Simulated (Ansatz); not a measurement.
# C₁₂H₁₅ClTi: inputs that go wrong

5 inputs were typed for C₁₂H₁₅ClTi. Each is run as it stands; the log then has to tell whether the result can be used.

The runs use Ansatz 0.2.0, Gaussian basis; the settings change from run to run.

## (1) The molecule

The structure was relaxed beforehand with PBE0-D4 in a triple-zeta def2 set.

SMILES `C[C@@]12[C@H]3[C@H]4[C@H]5[C@@H]1[TiH]45321678([Cl])[C@@H]2[C@H]1[C@H]6[C@@]7(C)[C@@H]28`, 29 atoms, charge 0, spin multiplicity 1.

Atoms are counted from 1 here; the program's logs count them from 0.

Bond lengths: C1–C2 1.489 Å, C1–H15 1.091 Å, C1–H16 1.094 Å, C1–H17 1.090 Å, C2–C3 1.413 Å, C2–C6 1.409 Å, C2–Ti7 2.389 Å, C3–C4 1.410 Å, C3–Ti7 2.359 Å, C3–H18 1.079 Å, C4–C5 1.411 Å, C4–Ti7 2.344 Å, C4–H19 1.077 Å, C5–C6 1.414 Å, C5–Ti7 2.332 Å, C5–H20 1.078 Å, C6–Ti7 2.352 Å, C6–H21 1.080 Å and more. Angles: C2–C1–H15 111.4°, C2–C1–H16 110.1°, C2–C1–H17 111.0°, H15–C1–H16 107.7°, H15–C1–H17 108.3°, H16–C1–H17 108.2°, C1–C2–C3 126.3°, C1–C2–C6 126.6°, C1–C2–Ti7 123.1°, C3–C2–C6 107.0°, C3–C2–Ti7 71.5°, C6–C2–Ti7 71.3°, C2–C3–C4 109.0°, C2–C3–Ti7 73.8°, C2–C3–H18 125.2°, C4–C3–Ti7 72.0°, C4–C3–H18 125.8°, Ti7–C3–H18 118.0° and more.

Coordinates:

```tsv
atom	x (Å)	y (Å)	z (Å)
C1	-2.8779	0.6620	1.5507
C2	-1.9716	1.1595	0.4793
C3	-2.1167	0.9389	-0.9092
C4	-1.0803	1.6090	-1.5907
C5	-0.2735	2.2378	-0.6192
C6	-0.8212	1.9545	0.6529
Ti7	-0.0709	-0.0628	-0.2948
Cl8	-1.3903	-1.9551	-0.2146
C9	1.4552	0.0067	1.4550
C10	2.0541	0.6532	0.3482
C11	2.2453	-0.3056	-0.6639
C12	1.8002	-1.5622	-0.1808
C13	1.8395	-2.8508	-0.9223
C14	1.3237	-1.3583	1.1271
H15	-2.3624	0.5967	2.5105
H16	-3.7249	1.3438	1.6743
H17	-3.2694	-0.3253	1.3040
H18	-2.8693	0.3140	-1.3639
H19	-0.9450	1.6542	-2.6587
H20	0.6011	2.8360	-0.8191
H21	-0.4361	2.2991	1.6011
H22	0.2790	-0.2009	-1.9188
H23	1.1879	0.4627	2.3956
H24	2.3149	1.6976	0.2901
H25	2.6850	-0.1310	-1.6336
H26	1.0119	-3.4958	-0.6259
H27	2.7767	-3.3788	-0.7204
H28	1.7709	-2.6846	-1.9985
H29	0.8642	-2.1146	1.7453
```

## (2) Attempt 1

Input file in.yaml:

```yaml
crystal:
  periodic: [false, false, false]
  atoms:
    - {symbol: C, position_ang: [-3.597366, 0.827459, 1.938389]}
    - {symbol: C, position_ang: [-2.464482, 1.449420, 0.599180]}
    - {symbol: C, position_ang: [-2.645900, 1.173619, -1.136451]}
    - {symbol: C, position_ang: [-1.350350, 2.011298, -1.988339]}
    - {symbol: C, position_ang: [-0.341854, 2.797265, -0.774047]}
    - {symbol: C, position_ang: [-1.026447, 2.443069, 0.816184]}
    - {symbol: Ti, position_ang: [-0.088565, -0.078491, -0.368445]}
    - {symbol: Cl, position_ang: [-1.737935, -2.443835, -0.268272]}
    - {symbol: C, position_ang: [1.818969, 0.008374, 1.818755]}
    - {symbol: C, position_ang: [2.567638, 0.816555, 0.435200]}
    - {symbol: C, position_ang: [2.806568, -0.381948, -0.829837]}
    - {symbol: C, position_ang: [2.250189, -1.952799, -0.226035]}
    - {symbol: C, position_ang: [2.299339, -3.563528, -1.152870]}
    - {symbol: C, position_ang: [1.654683, -1.697870, 1.408879]}
    - {symbol: H, position_ang: [-2.953062, 0.745890, 3.138179]}
    - {symbol: H, position_ang: [-4.656162, 1.679807, 2.092856]}
    - {symbol: H, position_ang: [-4.086729, -0.406582, 1.629996]}
    - {symbol: H, position_ang: [-3.586621, 0.392541, -1.704910]}
    - {symbol: H, position_ang: [-1.181257, 2.067703, -3.323345]}
    - {symbol: H, position_ang: [0.751418, 3.545025, -1.023868]}
    - {symbol: H, position_ang: [-0.545087, 2.873856, 2.001421]}
    - {symbol: H, position_ang: [0.348754, -0.251150, -2.398513]}
    - {symbol: H, position_ang: [1.484868, 0.578321, 2.994557]}
    - {symbol: H, position_ang: [2.893614, 2.121975, 0.362608]}
    - {symbol: H, position_ang: [3.356292, -0.163769, -2.041949]}
    - {symbol: H, position_ang: [1.264841, -4.369722, -0.782335]}
    - {symbol: H, position_ang: [3.470845, -4.223471, -0.900507]}
    - {symbol: H, position_ang: [2.213603, -3.355772, -2.498086]}
    - {symbol: H, position_ang: [1.080195, -2.643241, 2.181618]}
basis:
  gaussian: {orbitals: STO-3G, fitting: {mean_field: cc-pVTZ-jkfit}}
total_charge: 1
magnetization: {spin_polarized: true, initial_magnetization: 1}
hamiltonian: {xc: {name: B97M-V}, pseudopotentials: {relativity: none}}
accuracy: high
output: {forces: true}
```

On the command line:

```
ansatz run in.yaml --threads 11 --pin off --events-out ev --progress --plain --max-ram 110592MiB --backend cpu
```

The program printed:

```text
Functional definition: B97M-V
  name "B97M-V"
  cite "Mardirossian & Head-Gordon, J. Chem. Phys. 142, 074111 (2015) doi:10.1063/1.4907719"
  cite "Becke, J. Chem. Phys. 107, 8554 (1997) doi:10.1063/1.475007"
  cite "Vydrov & Van Voorhis, J. Chem. Phys. 133, 244103 (2010) doi:10.1063/1.3521275"
  # Of w^i u^j: cxij and so on, Table III.
  parameter cx00 = 1.000
  parameter cx01 = 1.308
  parameter cx02 = 1.901
  parameter cx10 = 0.416
  parameter cx11 = 3.070
  parameter css00 = 1.000
  parameter css02 = -1.855
  parameter css10 = -5.668
  parameter css32 = -20.497
  parameter css42 = -20.364
  parameter cos00 = 1.000
  parameter cos01 = 1.573
  parameter cos03 = -6.298
  parameter cos10 = 2.535
  parameter cos32 = -6.427
  parameter b = 6.0
  parameter c = 0.01
  gx(w, u) = cx00 + cx01*u + cx02*u^2 + (cx10 + cx11*u)*w
  gss(w, u) = css00 + css02*u^2 + css10*w + (css32*w^3 + css42*w^4)*u^2
  gos(w, u) = cos00 + cos01*u + cos03*u^3 + cos10*w + cos32*w^3*u^2
  exchange = spin_sum(e_x_unif_s*gx(b97_w, b97_u_x))
  correlation = spin_sum(e_c_pw_mod_same_spin*gss(b97_w, b97_u_same))
      + integral(e_c_pw_mod_opposite_spin*gos(b97_w_opposite, b97_u_opposite)) + vv10(b, c)
Error: <dir> the basis set cc-pVTZ-JKFIT has no functions for Ti
```

It took 0.1 s on 11 threads of AMD EPYC 7R13, shared host.

Diagnosis: Refused before any calculation. The fitting set named has no entry for an element of this molecule. Cure: leave the fitting key out, or name a set that covers all elements and suits the basis. The input also asks for charge 1 and multiplicity 2, not those of the species named; set them back first. Its coordinates are also moved off the relaxed structure.

## (3) Attempt 2

Input file in.yaml:

```yaml
crystal:
  periodic: [false, false, false]
  atoms:
    - {symbol: C, position_ang: [-2.877893, 0.661967, 1.550711]}
    - {symbol: C, position_ang: [-1.971586, 1.159536, 0.479344]}
    - {symbol: C, position_ang: [-2.116720, 0.938895, -0.909161]}
    - {symbol: C, position_ang: [-1.080280, 1.609039, -1.590671]}
    - {symbol: C, position_ang: [-0.273483, 2.237812, -0.619238]}
    - {symbol: C, position_ang: [-0.821158, 1.954455, 0.652948]}
    - {symbol: Ti, position_ang: [-0.070852, -0.062792, -0.294756]}
    - {symbol: Cl, position_ang: [-1.390348, -1.955068, -0.214617]}
    - {symbol: C, position_ang: [1.455175, 0.006699, 1.455004]}
    - {symbol: C, position_ang: [2.054110, 0.653244, 0.348160]}
    - {symbol: C, position_ang: [2.245255, -0.305559, -0.663870]}
    - {symbol: C, position_ang: [1.800151, -1.562239, -0.180828]}
    - {symbol: C, position_ang: [1.839471, -2.850822, -0.922296]}
    - {symbol: C, position_ang: [1.323747, -1.358296, 1.127103]}
    - {symbol: H, position_ang: [-2.362449, 0.596712, 2.510543]}
    - {symbol: H, position_ang: [-3.724930, 1.343846, 1.674285]}
    - {symbol: H, position_ang: [-3.269383, -0.325266, 1.303997]}
    - {symbol: H, position_ang: [-2.869297, 0.314033, -1.363928]}
    - {symbol: H, position_ang: [-0.945005, 1.654162, -2.658676]}
    - {symbol: H, position_ang: [0.601135, 2.836020, -0.819094]}
    - {symbol: H, position_ang: [-0.436070, 2.299085, 1.601137]}
    - {symbol: H, position_ang: [0.279003, -0.200920, -1.918810]}
    - {symbol: H, position_ang: [1.187894, 0.462657, 2.395646]}
    - {symbol: H, position_ang: [2.314891, 1.697580, 0.290087]}
    - {symbol: H, position_ang: [2.685034, -0.131015, -1.633559]}
    - {symbol: H, position_ang: [1.011873, -3.495778, -0.625868]}
    - {symbol: H, position_ang: [2.776676, -3.378777, -0.720405]}
    - {symbol: H, position_ang: [1.770883, -2.684617, -1.998469]}
    - {symbol: H, position_ang: [0.864156, -2.114593, 1.745294]}
basis:
  gaussian: {orbitals: def2-SVP, fitting: {mean_field: cc-pVTZ-jkfit}}
hamiltonian: {xc: {name: wB97M-V}}
output: {forces: true}
```

On the command line:

```
ansatz run in.yaml --threads 11 --pin off --events-out ev --progress --plain --max-ram 110592MiB --backend cuda --devices 0, --max-vram 75GiB
```

The program printed:

```text
Functional definition: wB97M-V
  name "wB97M-V"
  cite "Mardirossian & Head-Gordon, J. Chem. Phys. 144, 214110 (2016) doi:10.1063/1.4952647"
  cite "Becke, J. Chem. Phys. 107, 8554 (1997) doi:10.1063/1.475007"
  cite "Vydrov & Van Voorhis, J. Chem. Phys. 133, 244103 (2010) doi:10.1063/1.3521275"
  # Of w^i u^j: cxij and so on, Table III.
  parameter omega = 0.3/bohr
  parameter cx = 0.15
  parameter cx01 = 1.007
  parameter cx10 = 0.259
  parameter css00 = 0.443
  parameter css04 = -1.437
  parameter css10 = -4.535
  parameter css20 = -3.390
  parameter css43 = 4.278
  parameter cos00 = 1.000
  parameter cos10 = 1.358
  parameter cos20 = 2.924
  parameter cos21 = -8.812
  parameter cos60 = -1.390
  parameter cos61 = 9.142
  parameter b = 6.0
  parameter c = 0.01
  gx(w, u) = 1 - cx + cx01*u + cx10*w
  gss(w, u) = css00 + css04*u^4 + css10*w + css20*w^2 + css43*w^4*u^3
  gos(w, u) = cos00 + cos10*w + (cos20 + cos21*u)*w^2 + (cos60 + cos61*u)*w^6
  exchange = spin_sum(e_x_unif_sr(omega)*gx(b97_w, b97_u_x)) + cx*exact_x_sr(omega) + exact_x_lr(omega)
  correlation = spin_sum(e_c_pw_mod_same_spin*gss(b97_w, b97_u_same))
      + integral(e_c_pw_mod_opposite_spin*gos(b97_w_opposite, b97_u_opposite)) + vv10(b, c)
Error: <dir> the basis set cc-pVTZ-JKFIT has no functions for Ti
```

Run time: 1.1 s. Hardware: 1 × H100 with 11 threads of AMD EPYC 7R13, shared host.

**Diagnosis.** Refused before any calculation. The fitting set named has no entry for an element of this molecule. Cure: leave the fitting key out, or name a set that covers all elements and suits the basis.

## (4) Attempt 3

Input file in.yaml:

```yaml
crystal:
  periodic: [false, false, false]
  atoms:
    - {symbol: C, position_ang: [-2.115251, 0.486546, 1.139773]}
    - {symbol: C, position_ang: [-1.242099, 0.852259, 0.352318]}
    - {symbol: C, position_ang: [-1.333533, 0.591504, -0.572771]}
    - {symbol: C, position_ang: [-0.794006, 1.013694, -1.169143]}
    - {symbol: C, position_ang: [-0.172294, 1.644792, -0.455140]}
    - {symbol: C, position_ang: [-0.517329, 1.436524, 0.479916]}
    - {symbol: Ti, position_ang: [-0.044637, -0.039559, -0.216646]}
    - {symbol: Cl, position_ang: [-1.021906, -1.436975, -0.135209]}
    - {symbol: C, position_ang: [1.069554, 0.004924, 1.069428]}
    - {symbol: C, position_ang: [1.509771, 0.480134, 0.219341]}
    - {symbol: C, position_ang: [1.414510, -0.224586, -0.418238]}
    - {symbol: C, position_ang: [1.323111, -0.984211, -0.113921]}
    - {symbol: C, position_ang: [1.158867, -2.095354, -0.581047]}
    - {symbol: C, position_ang: [0.972954, -0.855727, 0.828421]}
    - {symbol: H, position_ang: [-1.736400, 0.375928, 1.845249]}
    - {symbol: H, position_ang: [-2.737823, 0.846623, 1.054799]}
    - {symbol: H, position_ang: [-2.059711, -0.239070, 0.958437]}
    - {symbol: H, position_ang: [-1.807657, 0.197841, -1.002487]}
    - {symbol: H, position_ang: [-0.595353, 1.042122, -1.954127]}
    - {symbol: H, position_ang: [0.441834, 2.084475, -0.602034]}
    - {symbol: H, position_ang: [-0.320511, 1.689828, 1.008716]}
    - {symbol: H, position_ang: [0.205067, -0.126580, -1.208851]}
    - {symbol: H, position_ang: [0.873102, 0.291474, 1.760800]}
    - {symbol: H, position_ang: [1.458381, 1.247721, 0.182755]}
    - {symbol: H, position_ang: [1.691571, -0.082540, -1.029142]}
    - {symbol: H, position_ang: [0.743727, -2.569397, -0.460013]}
    - {symbol: H, position_ang: [2.040857, -2.128629, -0.529498]}
    - {symbol: H, position_ang: [1.301599, -1.973194, -1.259035]}
    - {symbol: H, position_ang: [0.635155, -1.332193, 1.099535]}
basis:
  gaussian: {orbitals: pcseg-2}
magnetization: {spin_polarized: true, initial_magnetization: 2}
hamiltonian: {xc: {name: PBE}, dispersion: d4}
```

The command is unchanged.

The program printed:

```text
Functional definition: PBE
  name "PBE"
  cite "Perdew, Burke & Ernzerhof, Phys. Rev. Lett. 77, 3865 (1996) doi:10.1103/PhysRevLett.77.3865"
  parent pbe
  parameter kappa = 0.804
  parameter beta = 0.06672455060314922
  exchange = pbe_x(kappa = kappa, mu = beta*pi^2/3)
  correlation = pbe_c(beta = beta)
3407 factors; their error is unknown
mean field evaluation 1: about -47642.8017 eV, gradient 3.4e2 eV
mean field evaluation 2: about -39274.6659 eV, gradient 1.1e3 eV
mean field evaluation 4: about -47837.5810 eV, gradient 2.4e2 eV
mean field evaluation 8: about -48057.0179 eV, gradient 1.8e1 eV
mean field evaluation 16: about -48058.0826 eV, gradient 1.3e-1 eV
mean field evaluation 32: about -48056.1323 eV, gradient 8.5e0 eV
mean field evaluation 64: about -48056.2268 eV, gradient 6.0e0 eV
mean field -48058.08264691 eV, -1766.1019623354 hartree, gradient 1.9e-5 eV, S^2 2.001788; 6 other end points of the search recorded, 0 dependent functions left out
reference -48058.08271268 eV, -1766.1019647525 hartree; 64, 62 occupied and 596, 598 virtual orbitals, 3407 factors
Total energy: -48059.79849549 eV, -1766.1650186077 hartree
```

Run time: 16 s. Hardware: 1 × H100 with 11 threads of AMD EPYC 7R13, shared host.

**Diagnosis.** It ended without an error, which proves nothing about the input. The geometry is squeezed well below its size. The shortest distance is 0.62 Å (C6–H21), against 1.08 Å in the relaxed molecule. It also asks for charge 0 and multiplicity 3, another species or state than the molecule above. Its coordinates are also moved off the relaxed structure. Its energy is no property of the relaxed molecule. Fix: use the relaxed coordinates, and set charge and spin to those of the species named.

## (5) Attempt 4

Input file in.yaml:

```yaml
crystal:
  periodic: [false, false, false]
  atoms:
    - {symbol: C, position_ang: [-2.877893, 0.661967, 1.550711]}
    - {symbol: C, position_ang: [-1.971586, 1.159536, 0.479344]}
    - {symbol: C, position_ang: [-2.116720, 0.938895, -0.909161]}
    - {symbol: C, position_ang: [-1.080280, 1.609039, -1.590671]}
    - {symbol: C, position_ang: [-0.273483, 2.237812, -0.619238]}
    - {symbol: C, position_ang: [-0.821158, 1.954455, 0.652948]}
    - {symbol: Ti, position_ang: [-0.070852, -0.062792, -0.294756]}
    - {symbol: Cl, position_ang: [-1.390348, -1.955068, -0.214617]}
    - {symbol: C, position_ang: [1.455175, 0.006699, 1.455004]}
    - {symbol: C, position_ang: [2.054110, 0.653244, 0.348160]}
    - {symbol: C, position_ang: [2.245255, -0.305559, -0.663870]}
    - {symbol: C, position_ang: [1.800151, -1.562239, -0.180828]}
    - {symbol: C, position_ang: [1.839471, -2.850822, -0.922296]}
    - {symbol: C, position_ang: [1.323747, -1.358296, 1.127103]}
    - {symbol: H, position_ang: [-2.362449, 0.596712, 2.510543]}
    - {symbol: H, position_ang: [-3.724930, 1.343846, 1.674285]}
    - {symbol: H, position_ang: [-3.269383, -0.325266, 1.303997]}
    - {symbol: H, position_ang: [-2.869297, 0.314033, -1.363928]}
    - {symbol: H, position_ang: [-0.945005, 1.654162, -2.658676]}
    - {symbol: H, position_ang: [0.601135, 2.836020, -0.819094]}
    - {symbol: H, position_ang: [-0.436070, 2.299085, 1.601137]}
    - {symbol: H, position_ang: [0.279003, -0.200920, -1.918810]}
    - {symbol: H, position_ang: [1.187894, 0.462657, 2.395646]}
    - {symbol: H, position_ang: [2.314891, 1.697580, 0.290087]}
    - {symbol: H, position_ang: [2.685034, -0.131015, -1.633559]}
    - {symbol: H, position_ang: [1.011873, -3.495778, -0.625868]}
    - {symbol: H, position_ang: [2.776676, -3.378777, -0.720405]}
    - {symbol: H, position_ang: [1.770883, -2.684617, -1.998469]}
    - {symbol: H, position_ang: [0.864156, -2.114593, 1.745294]}
basis:
  gaussian: {orbitals: cc-pVDZ}
hamiltonian: {xc: {name: PBE1PBE}}
accuracy: high
```

Launched as before.

The program printed:

```text
Error: YAML parse error: error: line 35 column 19: hamiltonian.xc: no functional is named "PBE1PBE"; the names, which are not case-sensitive, are SVWN5, SPW92, PBE, PBE0, PBEsol, revPBE, revPBE0, RPBE, rPW86-PBE, HSE06, wPBEh, LC-wPBE, HISS, HF, BLYP, B3LYP, B3LYP5, BHLYP, CAM-B3LYP, r2SCAN, r2SCANh, r2SCAN0, r2SCAN50, m-r2SCAN, B97, wB97, wB97X, wB97X-V, B97M-V, wB97M-V, B2PLYP, B2GP-PLYP, PBE0-DH, PBE-QIDH
  --> <input>:35:19
   |
33 | basis:
34 |   gaussian: {orbitals: cc-pVDZ}
35 | hamiltonian: {xc: {name: PBE1PBE}}
   |                   ^ hamiltonian.xc: no functional is named "PBE1PBE"; the names, which are not case-sensitive, are SVWN5, SPW92, PBE, PBE0, PBEsol, revPBE, revPBE0, RPBE, rPW86-PBE, HSE06, wPBEh, LC-wPBE, HISS, HF, BLYP, B3LYP, B3LYP5, BHLYP, CAM-B3LYP, r2SCAN, r2SCANh, r2SCAN0, r2SCAN50, m-r2SCAN, B97, wB97, wB97X, wB97X-V, B97M-V, wB97M-V, B2PLYP, B2GP-PLYP, PBE0-DH, PBE-QIDH
36 | accuracy: high
   |
```

Run time: 0.05 s. Hardware: 1 × H100 with 11 threads of AMD EPYC 7R13, shared host.

Diagnosis: Refused before any calculation. The method's name isn't one that the program takes here. To mend it, name a functional that the program knows.

## (6) Attempt 5

Input file in.yaml:

```yaml
crystal:
  periodic: [true, true, true]
  atoms:
    - {symbol: C, position_ang: [-2.877893, 0.661967, 1.550711]}
    - {symbol: C, position_ang: [-1.971586, 1.159536, 0.479344]}
    - {symbol: C, position_ang: [-2.116720, 0.938895, -0.909161]}
    - {symbol: C, position_ang: [-1.080280, 1.609039, -1.590671]}
    - {symbol: C, position_ang: [-0.273483, 2.237812, -0.619238]}
    - {symbol: C, position_ang: [-0.821158, 1.954455, 0.652948]}
    - {symbol: Ti, position_ang: [-0.070852, -0.062792, -0.294756]}
    - {symbol: Cl, position_ang: [-1.390348, -1.955068, -0.214617]}
    - {symbol: C, position_ang: [1.455175, 0.006699, 1.455004]}
    - {symbol: C, position_ang: [2.054110, 0.653244, 0.348160]}
    - {symbol: C, position_ang: [2.245255, -0.305559, -0.663870]}
    - {symbol: C, position_ang: [1.800151, -1.562239, -0.180828]}
    - {symbol: C, position_ang: [1.839471, -2.850822, -0.922296]}
    - {symbol: C, position_ang: [1.323747, -1.358296, 1.127103]}
    - {symbol: H, position_ang: [-2.362449, 0.596712, 2.510543]}
    - {symbol: H, position_ang: [-3.724930, 1.343846, 1.674285]}
    - {symbol: H, position_ang: [-3.269383, -0.325266, 1.303997]}
    - {symbol: H, position_ang: [-2.869297, 0.314033, -1.363928]}
    - {symbol: H, position_ang: [-0.945005, 1.654162, -2.658676]}
    - {symbol: H, position_ang: [0.601135, 2.836020, -0.819094]}
    - {symbol: H, position_ang: [-0.436070, 2.299085, 1.601137]}
    - {symbol: H, position_ang: [0.279003, -0.200920, -1.918810]}
    - {symbol: H, position_ang: [1.187894, 0.462657, 2.395646]}
    - {symbol: H, position_ang: [2.314891, 1.697580, 0.290087]}
    - {symbol: H, position_ang: [2.685034, -0.131015, -1.633559]}
    - {symbol: H, position_ang: [1.011873, -3.495778, -0.625868]}
    - {symbol: H, position_ang: [2.776676, -3.378777, -0.720405]}
    - {symbol: H, position_ang: [1.770883, -2.684617, -1.998469]}
    - {symbol: H, position_ang: [0.864156, -2.114593, 1.745294]}
basis:
  gaussian: {orbitals: ANO-RCC-VTZP, final_grid: {core_spheres: 5, valence_spheres: 4, degree: 11}}
hamiltonian: {xc: {name: SPW92}}
```

Launched as before.

The program printed:

```text
Error: YAML parse error: error: line 2 column 3: crystal: missing field `lattice` (a structure is typed as `lattice` and `atoms`, a molecule's as `atoms` in Å alone, or read from a run's directory, `checkpoint`)
 --> <input>:2:3
  |
1 | crystal:
2 |   periodic: [true, true, true]
  |   ^ crystal: missing field `lattice` (a structure is typed as `lattice` and `atoms`, a molecule's as `atoms` in Å alone, or read from a run's directory, `checkpoint`)
3 |   atoms:
4 |     - {symbol: C, position_ang: [-2.877893, 0.661967, 1.550711]}
  |
```

Run time: 0.05 s. Hardware: 1 × H100 with 11 threads of AMD EPYC 7R13, shared host.

What is wrong: The program refused the input. The molecule is marked periodic without a cell. To mend it, set periodic to false, or give a lattice.

## (7) Summary

```tsv
attempt	level	ended	cause	time
1	B97M-V/STO-3G	refused	the fitting set named has no entry for an element of this molecule	0.1 s
2	wB97M-V/def2-SVP	refused	the fitting set named has no entry for an element of this molecule	1.1 s
3	PBE/pcseg-2	converged	the geometry is squeezed well below its size	16 s
4	PBE1PBE/cc-pVDZ	refused	the method's name isn't one that the program takes here	0.05 s
5	SPW92/ANO-RCC-VTZP	refused	the molecule is marked periodic without a cell	0.05 s
```

**Reading.** 4 refused, 1 converged. A refusal costs next to no computing time. The dangerous case is the input that converges on a wrong geometry, charge, spin, basis or grid: often only a look at the input shows it.
